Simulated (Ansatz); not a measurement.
# H4OSSi2: the cost of one run

Method: RKS PBE0-D4/6-31G, in Ansatz 0.2.0.

## 1. The structure to begin with

Bond lengths: O1–Si2 1.618 Å, Si2–Si3 2.221 Å, Si2–S4 2.094 Å, Si3–S4 2.046 Å, O1–H5 1.019 Å, Si2–H6 1.486 Å, Si3–H7 1.508 Å, Si3–H8 1.481 Å. Angles: O1–Si2–Si3 118.5°, O1–Si2–S4 103.5°, O1–Si2–H6 115.8°, Si3–Si2–S4 56.5°, Si3–Si2–H6 125.8°, S4–Si2–H6 109.9°, Si2–O1–H5 114.8°, Si2–Si3–S4 58.6°, Si2–Si3–H7 120.7°, Si2–Si3–H8 120.8°, S4–Si3–H7 110.7°, S4–Si3–H8 113.2°, H7–Si3–H8 116.4°, Si2–S4–Si3 64.9°.

As a file:

```xyz
8

O     0.0211    1.9159   -0.6193
Si   -0.1595    0.7733    0.5117
Si    0.6776   -1.2460    0.1190
S    -1.2104   -0.7390   -0.4843
H    -0.6002    1.8252   -1.4225
H    -0.8994    1.1847    1.7326
H     1.5696   -1.4911   -1.0716
H     0.6934   -2.2801    1.1786
```

## 2. Relaxing the start

File input.yaml:

```yaml
crystal:
  periodic: [false, false, false]
  atoms:
    - { symbol: O, position_ang: [0.0211, 1.9159, -0.6193] }
    - { symbol: Si, position_ang: [-0.1595, 0.7733, 0.5117] }
    - { symbol: Si, position_ang: [0.6776, -1.246, 0.119] }
    - { symbol: S, position_ang: [-1.2104, -0.739, -0.4843] }
    - { symbol: H, position_ang: [-0.6002, 1.8252, -1.4225] }
    - { symbol: H, position_ang: [-0.8994, 1.1847, 1.7326] }
    - { symbol: H, position_ang: [1.5696, -1.4911, -1.0716] }
    - { symbol: H, position_ang: [0.6934, -2.2801, 1.1786] }
basis:
  gaussian: { orbitals: "6-31G" }
hamiltonian:
  xc: pbe0
  dispersion: d4
relax:
  f_tol: 0.02
  max_steps: 40
scf:
  lower_state_search: "off"
```

Launch:

```console
$ ansatz run input.yaml --threads 1 --pin off --max-ram 2048MiB --backend cpu --events-out ev --progress --plain --runs-dir out
```

**Question.** How long does this run take on 1 thread of Intel Xeon at 2.70GHz, shared host, and how much memory does it need?

About 32 s, with a peak of 0.14 GiB.
